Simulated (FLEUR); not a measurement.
# BPd4 (Pmm2) in FLEUR: band structure with LDA

Aim: the band structure of BPd4 with LDA.

Everything below comes from runs of FLEUR MaX-R8.1 (later development tree). Logs are shortened: lines on timing, memory, paths and dates and some standing lists are left out, and cuts for length are marked.

### Step 1. The structure

It takes space group Pmm2 (No. 25, orthorhombic). The conventional cell has a = 2.892 Å, b = 4.365 Å, c = 5.856 Å, α = 90.00°, β = 90.00°, γ = 90.00°. Around Pd (site symmetry mm2) lie 1 B at 1.96 Å. Around Pd (site symmetry mm2) lie 2 B at 2.03 Å. Pd (site symmetry mm2) has 10 Pd at 2.73 to 3.07 Å as nearest neighbours. Around Pd (site symmetry mm2) lie 2 B at 2.18 Å. B (site symmetry mm2) has 5 Pd at 1.96 to 2.18 Å as nearest neighbours.

The cell comes from a database or a generator and needn't be the stable form of this composition.

### Step 2. Band structure, LDA

Input file inp.xml:

```xml
<?xml version="1.0" encoding="UTF-8" standalone="no"?>
<fleurInput fleurInputVersion="0.39">
   <comment>
      BPd4                                                                                                
   </comment>
   <calculationSetup>
      <cutoffs Kmax="5.33" Gmax="16.5" GmaxXC="16.5" numbands="0"/>
      <scfLoop itmax="60" minDistance="0.00001" maxIterBroyd="15" imix="Anderson" alpha="0.05" precondParam="0.0" spinf="2.0" sdNocoIR="T"/>
      <coreElectrons ctail="T" frcor="F" kcrel="0" coretail_lmax="0"/>
      <xcFunctional name="vwn" relativisticCorrections="F"/>
      <magnetism jspins="1"/>
      <soc l_soc="F" theta="0.0" phi="0.0" spav="F"/>
      <expertModes spex="0" secvar="F"/>
      <geometryOptimization l_f="F" forcealpha="1.0" forcemix="BFGS" epsdisp="0.00001" epsforce="0.00001"/>
      <ldaU l_linMix="F" mixParam="0.05" spinf="1.0"/>
   </calculationSetup>
   <cell>
      <bzIntegration valenceElectrons="75.0" mode="hist" fermiSmearingEnergy="0.00183747">
         <kPointListSelection listName="default-1"/>
         <!-- k-points included here -->
         <xi:include xmlns:xi="http://www.w3.org/2001/XInclude" href="kpts.xml"> </xi:include>
      </bzIntegration>
      <!-- symmetry operations included here -->
      <xi:include xmlns:xi="http://www.w3.org/2001/XInclude" href="sym.xml"> </xi:include>
      <bulkLattice scale="1.0">
[... 44 lines left out ...]
      </atomGroup>
      <atomGroup species="Palladium (Pd)">
         <relPos label="                   2">.0000000000 .0000000000 -.3805300000</relPos>
         <force calculate="T" relaxXYZ="TTT"/>
      </atomGroup>
      <atomGroup species="Palladium (Pd)">
         <relPos label="                   3">.0000000000 1.000/2.000 .3291640000</relPos>
         <force calculate="T" relaxXYZ="TTT"/>
      </atomGroup>
      <atomGroup species="Palladium (Pd)">
         <relPos label="                   4">1.000/2.000 1.000/2.000 -.1324390000</relPos>
         <force calculate="T" relaxXYZ="TTT"/>
      </atomGroup>
      <atomGroup species="Boron (B)">
         <relPos label="                   5">1.000/2.000 .0000000000 -.1367730000</relPos>
         <force calculate="T" relaxXYZ="TTT"/>
      </atomGroup>
   </atomGroups>
   <output dos="F" band="F" slice="F">
      <checks vchk="F" cdinf="F"/>
      <bandDOS minEnergy="-.5*Htr" maxEnergy="0.5*Htr" sigma="0.015" storeEVData="T"/>
      <vacuumDOS vacdos="F" integ="F" star="F" nstars="0" locx1="0.0" locy1="0.0" locx2="0.0" locy2="0.0" nstm="0" tworkf="0.0"/>
      <unfoldingBand unfoldBand="F" supercellX="1" supercellY="1" supercellZ="1"/>
      <plotting iplot="0" polar="F">
         <plot TwoD="T" vec1="  1.0  0.0  0.0" vec2="  0.0  1.0  0.0" vec3="  0.0  0.0  1.0" zero="  0.0  0.0  0.0" file="plot"/>
      </plotting>
      <chargeDensitySlicing numkpt="0" minEigenval="0.0" maxEigenval="0.0" nnne="0" pallst="F"/>
      <specialOutput eonly="F"/>
      <moessbauerParams electricFieldGradient="T" isomerShift="T" coreHyperfine="T" valenceHyperfine="T"/>
      <magneticCircularDichroism mcd="F" energyLo="-10.0" energyUp="0.0"/>
   </output>
  <!-- We include the file relax.xml here to enable relaxations (see documentation) -->
  <xi:include xmlns:xi="http://www.w3.org/2001/XInclude" href="relax.xml"> <xi:fallback/> </xi:include>
</fleurInput>
```

Input file crystal.txt:

```
BPd4
&input cartesian=F /
2.8920299704  0.0000000000  0.0000000000
0.0000000000  4.3650077954  0.0000000000
0.0000000000  0.0000000000  5.8563150000
1.8897261246
1.0 1.0 1.0

5
46 0.5000000000  0.0000000000  0.1975780000
46 0.0000000000  0.0000000000  0.6194700000
46 0.0000000000  0.5000000000  0.3291640000
46 0.5000000000  0.5000000000  0.8675610000
5 0.5000000000  0.0000000000  0.8632270000

&kpt div1=9 div2=6 div3=5 gamma=T /
```

Input file inp.xml (bands):

```
<?xml version="1.0" encoding="UTF-8" standalone="no"?>
<fleurInput fleurInputVersion="0.39">
   <comment>
      BPd4                                                                                                
   </comment>
   <calculationSetup>
      <cutoffs Kmax="5.33" Gmax="16.5" GmaxXC="16.5" numbands="0"/>
      <scfLoop itmax="60" minDistance="0.00001" maxIterBroyd="15" imix="Anderson" alpha="0.05" precondParam="0.0" spinf="2.0" sdNocoIR="T"/>
      <coreElectrons ctail="T" frcor="F" kcrel="0" coretail_lmax="0"/>
      <xcFunctional name="vwn" relativisticCorrections="F"/>
      <magnetism jspins="1"/>
      <soc l_soc="F" theta="0.0" phi="0.0" spav="F"/>
      <expertModes spex="0" secvar="F"/>
      <geometryOptimization l_f="F" forcealpha="1.0" forcemix="BFGS" epsdisp="0.00001" epsforce="0.00001"/>
      <ldaU l_linMix="F" mixParam="0.05" spinf="1.0"/>
   </calculationSetup>
   <cell>
      <bzIntegration valenceElectrons="75.0" mode="hist" fermiSmearingEnergy="0.00183747">
         <kPointListSelection listName="path-1"/>
         <!-- k-points included here -->
         <xi:include xmlns:xi="http://www.w3.org/2001/XInclude" href="kpts.xml"> </xi:include>
      </bzIntegration>
      <!-- symmetry operations included here -->
      <xi:include xmlns:xi="http://www.w3.org/2001/XInclude" href="sym.xml"> </xi:include>
      <bulkLattice scale="1.0">
[... 44 lines left out ...]
      </atomGroup>
      <atomGroup species="Palladium (Pd)">
         <relPos label="                   2">.0000000000 .0000000000 -.3805300000</relPos>
         <force calculate="T" relaxXYZ="TTT"/>
      </atomGroup>
      <atomGroup species="Palladium (Pd)">
         <relPos label="                   3">.0000000000 1.000/2.000 .3291640000</relPos>
         <force calculate="T" relaxXYZ="TTT"/>
      </atomGroup>
      <atomGroup species="Palladium (Pd)">
         <relPos label="                   4">1.000/2.000 1.000/2.000 -.1324390000</relPos>
         <force calculate="T" relaxXYZ="TTT"/>
      </atomGroup>
      <atomGroup species="Boron (B)">
         <relPos label="                   5">1.000/2.000 .0000000000 -.1367730000</relPos>
         <force calculate="T" relaxXYZ="TTT"/>
      </atomGroup>
   </atomGroups>
   <output dos="F" band="T" slice="F">
      <checks vchk="F" cdinf="F"/>
      <bandDOS minEnergy="-.5*Htr" maxEnergy="0.5*Htr" sigma="0.015" storeEVData="T"/>
      <vacuumDOS vacdos="F" integ="F" star="F" nstars="0" locx1="0.0" locy1="0.0" locx2="0.0" locy2="0.0" nstm="0" tworkf="0.0"/>
      <unfoldingBand unfoldBand="F" supercellX="1" supercellY="1" supercellZ="1"/>
      <plotting iplot="0" polar="F">
         <plot TwoD="T" vec1="  1.0  0.0  0.0" vec2="  0.0  1.0  0.0" vec3="  0.0  0.0  1.0" zero="  0.0  0.0  0.0" file="plot"/>
      </plotting>
      <chargeDensitySlicing numkpt="0" minEigenval="0.0" maxEigenval="0.0" nnne="0" pallst="F"/>
      <specialOutput eonly="F"/>
      <moessbauerParams electricFieldGradient="T" isomerShift="T" coreHyperfine="T" valenceHyperfine="T"/>
      <magneticCircularDichroism mcd="F" energyLo="-10.0" energyUp="0.0"/>
   </output>
  <!-- We include the file relax.xml here to enable relaxations (see documentation) -->
  <xi:include xmlns:xi="http://www.w3.org/2001/XInclude" href="relax.xml"> <xi:fallback/> </xi:include>
</fleurInput>
```

Potentials or basis: all-electron, FLAPW.

Command:

```
inpgen -f crystal.txt -profile fastHighL
# inp.xml edited to the form shown
fleur_MPI
fleur_MPI   # second run, on inp.xml (bands)
```

Standard output:

```text
Welcome to FLEUR        (www.flapw.de)
      MaX-Release 8.1          (www.max-centre.eu)

 ========== k-point set info ==========
 Selected k-point list: default-1
 k-point list type: mesh
 9 x 6 x 5
 Number of k points: 60

 ------------Calculation Setup---------------------------
 Number of MPI-tasks      :            1
 Number of PE/node        :            1
 Number of OMP-threads    :            1
 Most efficient MPI parallelization for:
           1           2           3           4           5           6          10          12          15          20          30          60
 Additional eigenvalue parallelization possible
 Number of basis functions:         1463
 Approximate size of matrices (H+S) per k-point:         0.064 GB
 --------------------------------------------------------
Nuclear radius smaller than smallest radial mesh point for atom type 5 -- skipping its core isomer shift
Nuclear radius smaller than smallest radial mesh point for atom type 5 -- skipping its isomer shift
 Iteration:     1   Distance:      19.51091001 me/bohr^3
Nuclear radius smaller than smallest radial mesh point for atom type 5 -- skipping its core isomer shift
Nuclear radius smaller than smallest radial mesh point for atom type 5 -- skipping its isomer shift
 Iteration:     2   Distance:      15.01222693 me/bohr^3
Nuclear radius smaller than smallest radial mesh point for atom type 5 -- skipping its core isomer shift
Nuclear radius smaller than smallest radial mesh point for atom type 5 -- skipping its isomer shift
 Iteration:     3   Distance:       7.94158618 me/bohr^3
Nuclear radius smaller than smallest radial mesh point for atom type 5 -- skipping its core isomer shift
Nuclear radius smaller than smallest radial mesh point for atom type 5 -- skipping its isomer shift
 Iteration:     4   Distance:       5.14955336 me/bohr^3
Nuclear radius smaller than smallest radial mesh point for atom type 5 -- skipping its core isomer shift
Nuclear radius smaller than smallest radial mesh point for atom type 5 -- skipping its isomer shift
 Iteration:     5   Distance:       4.33965308 me/bohr^3
Nuclear radius smaller than smallest radial mesh point for atom type 5 -- skipping its core isomer shift
Nuclear radius smaller than smallest radial mesh point for atom type 5 -- skipping its isomer shift
 Iteration:     6   Distance:       1.60401868 me/bohr^3
Nuclear radius smaller than smallest radial mesh point for atom type 5 -- skipping its core isomer shift
Nuclear radius smaller than smallest radial mesh point for atom type 5 -- skipping its isomer shift
 Iteration:     7   Distance:       1.33897494 me/bohr^3
Nuclear radius smaller than smallest radial mesh point for atom type 5 -- skipping its core isomer shift
Nuclear radius smaller than smallest radial mesh point for atom type 5 -- skipping its isomer shift
 Iteration:     8   Distance:       0.63672862 me/bohr^3
Nuclear radius smaller than smallest radial mesh point for atom type 5 -- skipping its core isomer shift
Nuclear radius smaller than smallest radial mesh point for atom type 5 -- skipping its isomer shift
 Iteration:     9   Distance:       0.29881707 me/bohr^3
Nuclear radius smaller than smallest radial mesh point for atom type 5 -- skipping its core isomer shift
Nuclear radius smaller than smallest radial mesh point for atom type 5 -- skipping its isomer shift
 Iteration:    10   Distance:       0.24293607 me/bohr^3
Nuclear radius smaller than smallest radial mesh point for atom type 5 -- skipping its core isomer shift
Nuclear radius smaller than smallest radial mesh point for atom type 5 -- skipping its isomer shift
 Iteration:    11   Distance:       0.07257417 me/bohr^3
Nuclear radius smaller than smallest radial mesh point for atom type 5 -- skipping its core isomer shift
Nuclear radius smaller than smallest radial mesh point for atom type 5 -- skipping its isomer shift
 Iteration:    12   Distance:       0.05952775 me/bohr^3
Nuclear radius smaller than smallest radial mesh point for atom type 5 -- skipping its core isomer shift
Nuclear radius smaller than smallest radial mesh point for atom type 5 -- skipping its isomer shift
 Iteration:    13   Distance:       0.02450518 me/bohr^3
Nuclear radius smaller than smallest radial mesh point for atom type 5 -- skipping its core isomer shift
Nuclear radius smaller than smallest radial mesh point for atom type 5 -- skipping its isomer shift
 Iteration:    14   Distance:       0.01593278 me/bohr^3
Nuclear radius smaller than smallest radial mesh point for atom type 5 -- skipping its core isomer shift
Nuclear radius smaller than smallest radial mesh point for atom type 5 -- skipping its isomer shift
 Iteration:    15   Distance:       0.00804856 me/bohr^3
Nuclear radius smaller than smallest radial mesh point for atom type 5 -- skipping its core isomer shift
Nuclear radius smaller than smallest radial mesh point for atom type 5 -- skipping its isomer shift
 Iteration:    16   Distance:       0.00560069 me/bohr^3
Nuclear radius smaller than smallest radial mesh point for atom type 5 -- skipping its core isomer shift
Nuclear radius smaller than smallest radial mesh point for atom type 5 -- skipping its isomer shift
 Iteration:    17   Distance:       0.00414469 me/bohr^3
Nuclear radius smaller than smallest radial mesh point for atom type 5 -- skipping its core isomer shift
Nuclear radius smaller than smallest radial mesh point for atom type 5 -- skipping its isomer shift
 Iteration:    18   Distance:       0.00244161 me/bohr^3
Nuclear radius smaller than smallest radial mesh point for atom type 5 -- skipping its core isomer shift
Nuclear radius smaller than smallest radial mesh point for atom type 5 -- skipping its isomer shift
 Iteration:    19   Distance:       0.00143442 me/bohr^3
Nuclear radius smaller than smallest radial mesh point for atom type 5 -- skipping its core isomer shift
Nuclear radius smaller than smallest radial mesh point for atom type 5 -- skipping its isomer shift
 Iteration:    20   Distance:       0.00070677 me/bohr^3
Nuclear radius smaller than smallest radial mesh point for atom type 5 -- skipping its core isomer shift
Nuclear radius smaller than smallest radial mesh point for atom type 5 -- skipping its isomer shift
 Iteration:    21   Distance:       0.00027387 me/bohr^3
Nuclear radius smaller than smallest radial mesh point for atom type 5 -- skipping its core isomer shift
Nuclear radius smaller than smallest radial mesh point for atom type 5 -- skipping its isomer shift
 Iteration:    22   Distance:       0.00024126 me/bohr^3
Nuclear radius smaller than smallest radial mesh point for atom type 5 -- skipping its core isomer shift
Nuclear radius smaller than smallest radial mesh point for atom type 5 -- skipping its isomer shift
 Iteration:    23   Distance:       0.00004986 me/bohr^3
Nuclear radius smaller than smallest radial mesh point for atom type 5 -- skipping its core isomer shift
Nuclear radius smaller than smallest radial mesh point for atom type 5 -- skipping its isomer shift
 Iteration:    24   Distance:       0.00003569 me/bohr^3
Nuclear radius smaller than smallest radial mesh point for atom type 5 -- skipping its core isomer shift
Nuclear radius smaller than smallest radial mesh point for atom type 5 -- skipping its isomer shift
 Iteration:    25   Distance:       0.00001245 me/bohr^3
Nuclear radius smaller than smallest radial mesh point for atom type 5 -- skipping its core isomer shift
Nuclear radius smaller than smallest radial mesh point for atom type 5 -- skipping its isomer shift
 Iteration:    26   Distance:       0.00000487 me/bohr^3

 ********************************************************************
 Run finished successfully
 Stop message:
   all done
 ********************************************************************
```

Wall time 32 min (1 thread of Intel Xeon 6975P-C (Granite Rapids), shared host); peak memory 0.26 GiB.

Results:

```
Free energy                                           : -549507.9049 eV
Band gap along the path                               : none (metal or under the smearing width)
Valence electrons inside the program's atomic spheres : Pd 15.57, 15.59, 15.52, 15.53; B 0.95 (radii Pd 2.08, B 1.35 bohr)
```

Levels at the corners of the path, in eV from the Fermi level:
| point | band 34 | band 35 | band 36 | band 37 | band 38 | band 39 | band 40 | band 41 |
| --- | --- | --- | --- | --- | --- | --- | --- | --- |
| Γ | -1.36 | -1.16 | -0.79 | -0.52 | -0.29 | 0.09 | 0.43 | 5.22 |
| X | -0.61 | -0.58 | -0.28 | 0.43 | 0.46 | 1.78 | 2.52 | 3.39 |
| S | -0.74 | -0.34 | -0.03 | 0.82 | 1.46 | 2.33 | 2.36 | 3.03 |
| Y | -1.43 | -0.97 | -0.85 | -0.83 | -0.74 | -0.43 | 1.36 | 2.25 |
| Γ | -1.36 | -1.16 | -0.79 | -0.52 | -0.29 | 0.09 | 0.43 | 5.22 |
| Z | -1.27 | -1.23 | -1.06 | -0.82 | 0.07 | 1.63 | 1.91 | 4.48 |
| U | -0.61 | -0.57 | -0.27 | 0.03 | 0.57 | 1.56 | 2.39 | 2.79 |
| R | -0.67 | -0.60 | -0.16 | -0.15 | 1.05 | 2.17 | 2.36 | 2.63 |
| T | -1.18 | -0.93 | -0.86 | -0.83 | -0.44 | -0.42 | -0.10 | 3.29 |
| Z | -1.27 | -1.23 | -1.06 | -0.82 | 0.07 | 1.63 | 1.91 | 4.48 |
| Y | -1.43 | -0.97 | -0.85 | -0.83 | -0.74 | -0.43 | 1.36 | 2.25 |
| T | -1.18 | -0.93 | -0.86 | -0.83 | -0.44 | -0.42 | -0.10 | 3.29 |
| U | -0.61 | -0.57 | -0.27 | 0.03 | 0.57 | 1.56 | 2.39 | 2.79 |
| X | -0.61 | -0.58 | -0.28 | 0.43 | 0.46 | 1.78 | 2.52 | 3.39 |
| S | -0.74 | -0.34 | -0.03 | 0.82 | 1.46 | 2.33 | 2.36 | 3.03 |
| R | -0.67 | -0.60 | -0.16 | -0.15 | 1.05 | 2.17 | 2.36 | 2.63 |

Core levels (eV from the Fermi level):
```
atom                                                                                                                             levels
1 Pd  1s1/2 -24121.3, 2s1/2 -3521.2, 2p1/2 -3268.1, 2p3/2 -3109.0, 3s1/2 -633.7, 3p1/2 -533.7, 3p3/2 -505.9, 3d3/2 -328.2, 3d5/2 -322.6
2 Pd  1s1/2 -24121.6, 2s1/2 -3521.5, 2p1/2 -3268.4, 2p3/2 -3109.2, 3s1/2 -633.9, 3p1/2 -533.9, 3p3/2 -506.2, 3d3/2 -328.4, 3d5/2 -322.9
3 Pd  1s1/2 -24120.6, 2s1/2 -3520.5, 2p1/2 -3267.4, 2p3/2 -3108.2, 3s1/2 -632.9, 3p1/2 -532.9, 3p3/2 -505.1, 3d3/2 -327.4, 3d5/2 -321.9
4 Pd  1s1/2 -24121.0, 2s1/2 -3520.8, 2p1/2 -3267.7, 2p3/2 -3108.6, 3s1/2 -633.3, 3p1/2 -533.3, 3p3/2 -505.5, 3d3/2 -327.8, 3d5/2 -322.2
 5 B                                                                                                                       1s1/2 -171.8
```
